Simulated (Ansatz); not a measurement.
# CH7B2GaO: small, medium and large basis sets

One table from this session's results is given with a row withheld; the runs are named, their logs left out.

The runs use Ansatz 0.2.0, Gaussian basis; one geometry, several basis sets.

Levels to be run: PBE0-D4/def2-SVP; ωB97M-V/def2-SVP; PBE0-D4/def2-QZVPP; ωB97M-V/def2-QZVPP; the functionals' def2-TZVPP values are taken from earlier runs.

## The relaxed structure

The geometry comes from an earlier relaxation with PBE0-D4 in a triple-zeta def2 set; it is a stationary point, not always the lowest conformer.

12 atoms, charge 0, spin multiplicity 1.

Atoms are counted from 1 here; the program's logs count them from 0.

Bond lengths: B1–Ga2 2.064 Å, B1–H6 1.200 Å, B1–H7 1.200 Å, Ga2–C3 1.998 Å, Ga2–B4 2.148 Å, C3–H8 1.095 Å, C3–H9 1.090 Å, C3–H10 1.096 Å, B4–O5 1.354 Å, B4–H11 1.202 Å, O5–H12 0.962 Å. Angles: Ga2–B1–H6 122.5°, Ga2–B1–H7 122.5°, H6–B1–H7 115.0°, B1–Ga2–C3 121.0°, B1–Ga2–B4 127.4°, C3–Ga2–B4 111.6°, Ga2–C3–H8 110.7°, Ga2–C3–H9 113.6°, Ga2–C3–H10 109.3°, H8–C3–H9 108.1°, H8–C3–H10 107.1°, H9–C3–H10 107.7°, Ga2–B4–O5 119.5°, Ga2–B4–H11 126.5°, O5–B4–H11 113.9°, B4–O5–H12 113.6°.

As a file:

```tsv
atom	x (Å)	y (Å)	z (Å)
B1	-1.81331	-0.24568	1.69239
Ga2	-0.36739	-0.02235	0.23704
C3	1.47522	-0.75138	0.49485
B4	-0.56302	0.98219	-1.65123
O5	0.51961	1.10938	-2.45409
H6	-1.97699	0.55830	2.56851
H7	-2.57093	-1.17658	1.71050
H8	1.77828	-1.35173	-0.36898
H9	1.58119	-1.36579	1.38898
H10	2.18498	0.07954	0.57512
H11	-1.56552	1.46840	-2.10306
H12	1.31786	0.71570	-2.09004
```

The first run:

in.yaml reads:

```yaml
crystal:
  periodic: [false, false, false]
  atoms:
    - {symbol: B, position_ang: [-1.813313, -0.245675, 1.692392]}
    - {symbol: Ga, position_ang: [-0.367390, -0.022345, 0.237044]}
    - {symbol: C, position_ang: [1.475222, -0.751375, 0.494853]}
    - {symbol: B, position_ang: [-0.563015, 0.982189, -1.651227]}
    - {symbol: O, position_ang: [0.519608, 1.109382, -2.454085]}
    - {symbol: H, position_ang: [-1.976991, 0.558300, 2.568511]}
    - {symbol: H, position_ang: [-2.570928, -1.176576, 1.710499]}
    - {symbol: H, position_ang: [1.778284, -1.351730, -0.368980]}
    - {symbol: H, position_ang: [1.581195, -1.365788, 1.388980]}
    - {symbol: H, position_ang: [2.184980, 0.079544, 0.575124]}
    - {symbol: H, position_ang: [-1.565521, 1.468396, -2.103057]}
    - {symbol: H, position_ang: [1.317859, 0.715698, -2.090044]}
basis:
  gaussian: {orbitals: def2-SVP}
hamiltonian: {xc: pbe0, dispersion: d4}
output: {orbitals: {seedname: orbitals}}
```

The run is started by

```console
$ ansatz run in.yaml --threads 4 --pin off --events-out ev --progress --plain --max-ram 10444MiB
```

Among the steps run: PBE0-D4 in def2-SVP; ωB97M-V in def2-SVP; PBE0-D4 in def2-QZVPP; ωB97M-V in def2-QZVPP.

One of the session's tables, all rows but one given; the rest of the session is left out.

It belongs to the step «Functionals by basis». 

| functional | basis | HOMO (eV) | LUMO (eV) |
| --- | --- | --- | --- |
| PBE0-D4 | def2-SVP | ? | ? |
| PBE0-D4 | def2-TZVPP | -6.58 | -2.00 |
| PBE0-D4 | def2-QZVPP | -6.60 | -2.02 |
| ωB97M-V | def2-SVP | -8.57 | 0.00 |
| ωB97M-V | def2-TZVPP | -8.67 | -0.15 |
| ωB97M-V | def2-QZVPP | -8.69 | -0.24 |

Q: Estimate the row for PBE0-D4, def2-SVP from the others.

**Answer.** HOMO (eV): -6.51; LUMO (eV): -1.89. In the column «HOMO (eV)» it is the highest.
